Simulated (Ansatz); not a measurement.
# AgAu: the cost of one run

Computed with Ansatz 0.2.0, driven from Python. Level of theory: DFT r2SCAN, plane waves, PAW.

## (1) The structure

The structure is hexagonal, space group P-6m2 (No. 187). The conventional cell has a = 2.935 Å, b = 2.935 Å, c = 4.697 Å, α = 90.00°, β = 90.00°, γ = 120.00°. Ag (site symmetry -6m2) has 6 Au at 2.90 Å and 6 Ag at 2.94 Å as nearest neighbours. Au (site symmetry -6m2) is surrounded by 6 Ag at 2.90 Å and 6 Au at 2.94 Å.

No structure file is read: the coordinates are typed or built in the script.

## (2) Script

Input file fold_agau.py:

```python
"""Band folding check for AgAu."""

import ansatz as az

lattice = az.Lattice.of(
    (2.935167, 0.0, 0.0),
    (-1.467583, 2.541929, 0.0),
    (0.0, 0.0, 4.696905),
)
sites = [
    ("Ag", (0.0, 0.0, 0.5)),
    ("Au", (2 / 3, 1 / 3, 0.0)),
]
structure = az.Crystal(lattice=lattice)
for symbol, position in sites:
    structure = structure.atom(symbol, position)

# the mesh shrinks as the cell grows, so that all cells sample the same points
mesh = (8, 8, 4)
rows = []
for repeats in [(1, 1, 1), (1, 1, 2)]:
    calc = structure.supercell(*repeats).calculation()
    calc = calc.occupations("fermi_dirac", width=0.1)
    calc = calc.accuracy("low")
    calc = calc.mixing("anderson", preconditioner="local_kerker")
    calc = calc.functional("r2scan")
    calc = calc.basis(630, xc_grid=1).scf(tolerance=1e-07)
    calc = calc.kpoints(*(k // n for k, n in zip(mesh, repeats)))
    r = calc.run(threads=1, backend="cpu").report
    n = len(r["lattice"]["sites"])
    rows.append((repeats, n, r["free_energy_ev"] / n, r["fermi_energy_ev"], r["n_kpoints"], r["n_symmetry_ops"]))
print("       repeats           atoms       F/atom eV  Fermi level eV        k-points  symmetry operations")
for row in rows:
    print(f"{str(row[0]):>14s}  {row[1]:14d}  {row[2]:14.5f}  {row[3]:14.4f}  {row[4]:14d}  {row[5]:19d}")
```

## (3) The input behind the calls

The engine receives this input (first run):

```yaml
crystal:
  lattice:
    - [2.935167, 0.0, 0.0]
    - [-1.467583, 2.541929, 0.0]
    - [0.0, 0.0, 4.696905]
  atoms:
    - { symbol: Ag, position: [0.0, 0.0, 0.5] }
    - { symbol: Au, position: [0.6666666666666666, 0.3333333333333333, 0.0] }
accuracy: low
basis:
  ecutwfc: 630.0
  xc_grid: 1
kpoints:
  mp_grid:
    grid: [8, 8, 4]
hamiltonian:
  xc: r2scan
scf:
  convergence:
    dr2_threshold: 1.0e-07
  mixing:
    algorithm: anderson
    preconditioner: local_kerker
  occupations:
    method: fermi_dirac
    width: 0.1
```

## (4) The run

Command:

```sh
> python fold_agau.py
```

**Question.** How long does this script take on 1 thread of Intel Xeon Platinum 8488C (Sapphire Rapids), shared host, and how much memory does it need?

About 10 s, with a peak of 0.47 GiB.
